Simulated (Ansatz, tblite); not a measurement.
# The cluster In₃H₇O₈: rung by rung

The task here is to estimate one member of a computed series from the others.

Program: Ansatz 0.2.0, Gaussian basis. Level of theory: as each input shows. These are calculated values, not measurements.

Plan: GFN1-xTB, GFN2-xTB, PBE-D4/def2-TZVP, r2SCAN-D4/def2-TZVP, B97M-V/def2-TZVP, BLYP-D4/def2-TZVP, PBE-D4/def2-SVP, PBE0-D4/def2-SVP, MP2/def2-SVP.

7 further runs of the same task are left out: 5 that didn't finish, 2 set aside as unsound or not needed. Runs told in other sessions of the task aren't counted.

## The geometry

The singlet was relaxed beforehand with PBE-D4/def2-SVP.

18 atoms, charge 0, spin multiplicity 1.

Bond lengths: In1–O7 2.258 Å, In1–O8 2.225 Å, In1–O9 2.188 Å, In1–O10 2.022 Å, In1–O11 2.244 Å, In2–O5 2.012 Å, In2–O6 2.165 Å, In2–O9 2.089 Å, In2–O11 2.158 Å, In3–O4 2.016 Å, In3–O6 2.323 Å, In3–O7 2.225 Å, In3–O8 2.262 Å, In3–O9 2.148 Å, O4–H12 0.978 Å, O5–H13 0.978 Å, O6–H14 0.983 Å, O7–H15 0.978 Å and more. Angles: O7–In1–O8 77.4°, O7–In1–O9 74.3°, O7–In1–O10 109.6°, O7–In1–O11 147.5°, O8–In1–O9 86.3°, O8–In1–O10 132.4°, O8–In1–O11 81.9°, O9–In1–O10 141.3°, O9–In1–O11 79.6°, O10–In1–O11 102.9°, O5–In2–O6 118.8°, O5–In2–O9 138.9°, O5–In2–O11 113.4°, O6–In2–O9 84.6°, O6–In2–O11 111.5°, O9–In2–O11 83.8°, O4–In3–O6 105.4°, O4–In3–O7 109.3° and more.

In takes a core potential in the def2 sets. No spin-orbit coupling is included.

PBE0-D4/def2-TZVP was run before; its log isn't repeated, and its numbers join the tables.

The first run:

Tight binding, by tblite at 300 K electronic temperature and without a spin-polarisation term:

```python
tblite.interface.Calculator('GFN1-xTB', numbers, positions, charge=0, uhf=0).singlepoint()
```

Tight binding, by tblite at 300 K electronic temperature and without a spin-polarisation term:

```python
tblite.interface.Calculator('GFN2-xTB', numbers, positions, charge=0, uhf=0).singlepoint()
```

start.molden holds the orbitals of an earlier run on this state, given as this run's starting guess.

in.yaml

```yaml
crystal:
  periodic: [false, false, false]
  atoms:
    - {symbol: In, position_ang: [1.103664, 0.282287, 1.272022]}
    - {symbol: In, position_ang: [-0.082480, 1.453048, -1.506861]}
    - {symbol: In, position_ang: [-1.446066, -0.902529, 0.302319]}
    - {symbol: O, position_ang: [-3.014347, -2.168616, 0.323339]}
    - {symbol: O, position_ang: [-0.125420, 2.910095, -2.893481]}
    - {symbol: O, position_ang: [-1.065803, -0.426878, -1.939543]}
    - {symbol: O, position_ang: [-0.580126, -0.769411, 2.347867]}
    - {symbol: O, position_ang: [0.715880, -1.475557, -0.035201]}
    - {symbol: O, position_ang: [-0.741306, 1.121674, 0.447432]}
    - {symbol: O, position_ang: [2.583935, 0.707269, 2.581547]}
    - {symbol: O, position_ang: [1.873902, 1.142506, -0.651646]}
    - {symbol: H, position_ang: [-3.310650, -2.273584, -0.602836]}
    - {symbol: H, position_ang: [-0.801338, 2.670859, -3.558544]}
    - {symbol: H, position_ang: [-0.342752, -1.075295, -2.089960]}
    - {symbol: H, position_ang: [-0.356360, -1.638621, 2.735114]}
    - {symbol: H, position_ang: [0.971288, -2.306921, 0.410948]}
    - {symbol: H, position_ang: [2.163567, 0.823312, 3.457170]}
    - {symbol: H, position_ang: [2.454410, 1.926362, -0.599699]}
basis:
  gaussian: {orbitals: def2-TZVP, initial_orbitals: start.molden}
hamiltonian: {xc: pbe, dispersion: d4}
scf: {omitted_lower_state_checks: [starts]}
output: {orbitals: {seedname: orbitals}}
```

Run with:

```sh
ansatz run in.yaml --threads 4 --pin off --events-out ev --progress --plain --max-ram 6963MiB
```

Among the steps run: PBE-D4/def2-TZVP; r2SCAN-D4/def2-TZVP; B97M-V/def2-TZVP; BLYP-D4/def2-TZVP; PBE-D4/def2-SVP; PBE0-D4/def2-SVP; MP2/def2-SVP.

One of the session's tables, all rows but one given; the rest of the session is left out.

It belongs to the step «Binding energy». 

```
              level  binding an atom (eV)
        HF/def2-SVP                 2.177
    PBE-D4/def2-SVP                 3.646
   PBE-D4/def2-TZVP                 3.647
  BLYP-D4/def2-TZVP                 3.554
r2SCAN-D4/def2-TZVP                 3.582
   B97M-V/def2-TZVP                 3.555
   PBE0-D4/def2-SVP                 3.473
  PBE0-D4/def2-TZVP                     ?
       MP2/def2-SVP                 3.494
```

Estimate the missing values for PBE0-D4/def2-TZVP.

As computed: binding an atom (eV): 3.482. In the column «binding an atom (eV)» it lies between PBE0-D4/def2-SVP (3.473) and MP2/def2-SVP (3.494).

To keep in mind: Free atoms were run apart at each level; binding is atoms less cluster, divided by the number of atoms, without zero-point or spin-orbit terms.
